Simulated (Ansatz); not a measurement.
# BrClFGe radical: how energies converge with the basis set

One table from this session's results is given with a row withheld; the runs are named, their logs left out.

The runs use Ansatz 0.2.0, Gaussian basis; one geometry, several basis sets.

Plan: PBE0-D4/def2-SVP; ωB97M-V/def2-SVP; PBE0-D4/def2-QZVPP; ωB97M-V/def2-QZVPP; the functionals' def2-TZVPP values are taken from earlier runs.

**Structure used throughout**

All runs share one geometry, relaxed beforehand with PBE0-D4 in a triple-zeta def2 set.

SMILES `[F][Ge]([Cl])[Br]`, 4 atoms, charge 0, spin multiplicity 2.

Atoms are counted from 1 here; the program's logs count them from 0.

Bond lengths: F1–Ge2 1.732 Å, Ge2–Cl3 2.146 Å, Ge2–Br4 2.305 Å. Angles: F1–Ge2–Cl3 105.6°, F1–Ge2–Br4 106.9°, Cl3–Ge2–Br4 111.3°.

Set-up of the first run:

File in.yaml:

```yaml
crystal:
  periodic: [false, false, false]
  atoms:
    - {symbol: F, position_ang: [0.377665, -1.526799, 0.683963]}
    - {symbol: Ge, position_ang: [-0.167848, 0.107583, 0.509245]}
    - {symbol: Cl, position_ang: [1.572284, 1.243300, -0.024924]}
    - {symbol: Br, position_ang: [-1.726501, 0.115617, -1.188585]}
basis:
  gaussian: {orbitals: def2-SVP}
magnetization: {spin_polarized: true, initial_magnetization: 1}
hamiltonian: {xc: pbe0, dispersion: d4}
output: {orbitals: {seedname: orbitals}}
```

Launch:

```bash
$ ansatz run in.yaml --threads 4 --pin off --events-out ev --progress --plain --max-ram 10444MiB
```

Steps of the session up to this table: PBE0-D4 in def2-SVP; ωB97M-V in def2-SVP; PBE0-D4 in def2-QZVPP; ωB97M-V in def2-QZVPP.

One table of the session follows, with a row left open; its other results are not shown here.

It belongs to the step «Functionals by basis». 

```
functional       basis  HOMO (eV)  LUMO (eV)
   PBE0-D4    def2-SVP      -7.60      -4.55
   PBE0-D4  def2-TZVPP      -7.70      -4.62
   PBE0-D4  def2-QZVPP      -7.73      -4.65
   ωB97M-V    def2-SVP      -9.54      -2.66
   ωB97M-V  def2-TZVPP          ?          ?
   ωB97M-V  def2-QZVPP      -9.71      -2.87
```

**Question.** Estimate the row for ωB97M-V, def2-TZVPP.

**Answer.** HOMO (eV): -9.66; LUMO (eV): -2.80. In the column «HOMO (eV)» it lies between ωB97M-V, def2-QZVPP (-9.71) and ωB97M-V, def2-SVP (-9.54).
